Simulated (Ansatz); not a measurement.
**MgAu radical: small, medium and large basis sets**

One table from this session's results is given with a row withheld; the runs are named, their logs left out.

Computed with Ansatz 0.2.0, Gaussian basis. Level: one geometry, several basis sets.

The runs, in order: PBE0-D4/def2-SVP; ωB97M-V/def2-SVP; PBE0-D4/def2-QZVPP; ωB97M-V/def2-QZVPP; the functionals' def2-TZVPP values are taken from earlier runs.

### Structure used throughout

The geometry comes from an earlier relaxation with PBE0-D4 in a triple-zeta def2 set; it is a stationary point. Au takes the def2 core potential; no spin-orbit term is included.

2 atoms, charge 0, spin multiplicity 2.

Atoms are counted from 1 here; the program's logs count them from 0.

Bond lengths: Mg1–Au2 2.474 Å.

Set-up of the first run:

Contents of in.yaml:

```yaml
crystal:
  periodic: [false, false, false]
  atoms:
    - {symbol: Mg, position_ang: [-1.052201, 0.371480, -0.534259]}
    - {symbol: Au, position_ang: [1.052201, -0.371480, 0.534259]}
basis:
  gaussian: {orbitals: def2-SVP}
magnetization: {spin_polarized: true, initial_magnetization: 1}
hamiltonian: {xc: pbe0, dispersion: d4}
output: {orbitals: {seedname: orbitals}}
```

The run is started by

```console
ansatz run in.yaml --threads 2 --pin off --events-out ev --progress --plain --max-ram 20480MiB --backend cpu
```

Among the steps run: PBE0-D4 in def2-SVP; ωB97M-V in def2-SVP; PBE0-D4 in def2-QZVPP; ωB97M-V in def2-QZVPP.

One table of the session follows, with a row left open; its other results are not shown here.

It belongs to the step «Density functionals: the series». 

| functional | basis | HOMO (eV) | LUMO (eV) |
| --- | --- | --- | --- |
| PBE0-D4 | def2-SVP | -5.04 | -2.70 |
| PBE0-D4 | def2-TZVPP | ? | ? |
| PBE0-D4 | def2-QZVPP | -5.04 | -2.70 |
| ωB97M-V | def2-SVP | -6.36 | -1.38 |
| ωB97M-V | def2-TZVPP | -6.37 | -1.35 |
| ωB97M-V | def2-QZVPP | -6.38 | -1.39 |

**Question.** Estimate the row for PBE0-D4, def2-TZVPP.

As computed: HOMO (eV): -5.04; LUMO (eV): -2.71.
